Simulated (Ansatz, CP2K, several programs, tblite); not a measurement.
Energy against volume for BBi in the zincblende structure, at fixed shape and fractional coordinates, computed by several methods (PBE and r2SCAN, where shown, with plane waves in Ansatz); the cell shown is that of r2SCAN. It is cubic, F-43m (No. 216); conventional cell a = 5.490 Å, 20.68 Å³ an atom. B is surrounded by 4 Bi at 2.38 Å; Bi is surrounded by 4 B at 2.38 Å. Spin-unpolarised throughout. Whether this structure exists isn't addressed. Energies count from each curve's lowest point; fits are third-order Birch-Murnaghan.

```xyz
2
Lattice="0.0000 2.7449 2.7449 2.7449 0.0000 2.7449 2.7449 2.7449 0.0000" Properties=species:S:1:pos:R:3 pbc="T T T"
B     0.0000    0.0000    0.0000
Bi    1.3724    1.3724    1.3724
```

Problem. GFN1-xTB (tblite), on the shape of the cell shown, as a cluster of 64 atoms at the zone centre, gives

| V (Å³/atom) | E (meV/atom) |
| --- | --- |
| 18.199 | 32.68 |
| 19.440 | 0.00 |
| 20.681 | 19.45 |
| 21.922 | 74.03 |
| 23.163 | 153.04 |

What equilibrium volume and bulk modulus follow?

Solution. V₀ = 19.52 Å³ an atom and B₀ = 102 GPa.

PBE/SZV (CP2K), on the shape of the cell shown:

| V (Å³/atom) | E (meV/atom) |
| --- | --- |
| 18.199 | 155.46 |
| 19.440 | 51.26 |
| 20.681 | 4.58 |
| 21.922 | 0.00 |
| 23.163 | 25.40 |

V₀ = 21.46 Å³ an atom and B₀ = 76 GPa.

Problem. PBE/DZVP (CP2K), on the shape of the cell shown, gives
```csv
V (Å³/atom),E (meV/atom)
18.199,129.20
19.440,37.95
20.681,0.00
21.922,0.70
23.163,27.12
```
What equilibrium volume and bulk modulus follow?

Solution. V₀ = 21.27 Å³ an atom and B₀ = 70 GPa.

r2SCAN, on the shape of its own relaxed cell:
```
V (Å³/atom)  E (meV/atom)
     19.440         19.82
     20.060          4.38
     20.681          0.00
     21.301          4.99
     21.922         17.59
```
V₀ = 20.64 Å³ an atom and B₀ = 80 GPa.

Problem. PBE, on the shape of its own relaxed cell, gives
```tsv
V (Å³/atom)	E (meV/atom)
19.764	18.76
20.394	4.21
21.025	0.00
21.656	4.27
22.287	15.25
```
What equilibrium volume and bulk modulus follow?

Solution. V₀ = 21.00 Å³ an atom and B₀ = 71 GPa.
